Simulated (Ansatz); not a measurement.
# CsAl2: the cost of one run

Computed with Ansatz 0.2.0 (DFT r2SCAN, scalar-relativistic, plane waves, PAW, unless a step's input says otherwise).

## (1) The starting structure

It takes space group P4_2/nmc (No. 137, tetragonal). Conventional cell: a = 4.821 Å, b = 4.821 Å, c = 6.941 Å, α = 90.00°, β = 90.00°, γ = 90.00°. Cs (site symmetry -4m2) has 8 Al at 2.79 to 3.17 Å as nearest neighbours. Al (site symmetry 2mm) has 4 Cs at 2.79 to 3.17 Å as nearest neighbours.

Coordinates:

```cif
data_structure
_symmetry_space_group_name_H-M 'P4_2/nmc:1'
_symmetry_Int_Tables_number 137
_cell_length_a 4.8214
_cell_length_b 4.8214
_cell_length_c 6.9410
_cell_angle_alpha 90.000
_cell_angle_beta 90.000
_cell_angle_gamma 90.000
_cell_volume 161.35
loop_
_atom_site_label
_atom_site_type_symbol
_atom_site_symmetry_multiplicity
_atom_site_Wyckoff_symbol
_atom_site_fract_x
_atom_site_fract_y
_atom_site_fract_z
_atom_site_occupancy
Cs1 Cs 2 a 0.00000 0.00000 0.00000 1
Al1 Al 4 d 0.00000 0.50000 0.20300 1
```

This is candidate A: tetragonal zirconia type (P4_2/nmc, No. 137).

(A quick probe on a coarse mesh, which set the mesh and smearing, is not shown.)

## (3) Rough relaxation on the coarse mesh (candidate A)

The input, input.yaml:

```yaml
crystal:
  lattice:
    - [4.821407991, 0.0, 0.0]
    - [0.0, 4.821407991, 0.0]
    - [0.0, 0.0, 6.9409719333]
  atoms:
    - { symbol: Cs, position: [0.0, 0.0, 0.0] }
    - { symbol: Cs, position: [0.5, 0.5, 0.5] }
    - { symbol: Al, position: [0.0, 0.5, 0.203] }
    - { symbol: Al, position: [0.0, 0.5, 0.703] }
    - { symbol: Al, position: [0.5, 0.0, 0.297] }
    - { symbol: Al, position: [0.5, 0.0, 0.797] }
basis:
  ecutwfc: 500
kpoints:
  mp_grid: { grid: [4, 4, 4] }
hamiltonian:
  xc: r2scan
scf:
  occupations: { method: gaussian, width: 0.1 }
  lower_state_search: "off"
output:
  forces: true
  stress: true
  eigenvalues: true
relax:
  adjacent_minimum: "off"
  f_tol: 0.04
  max_steps: 70
  cell: { stress_tol: 0.4 }
```

Started as:

```bash
$ ansatz run input.yaml --threads 1 --pin off --max-ram 2560MiB --backend cpu --events-out ev --progress --plain --runs-dir out
```

What time and memory should one allow on 1 thread of Intel Xeon 6975P-C (Granite Rapids), shared host?

About 2.6 min, with a peak of 0.85 GiB.
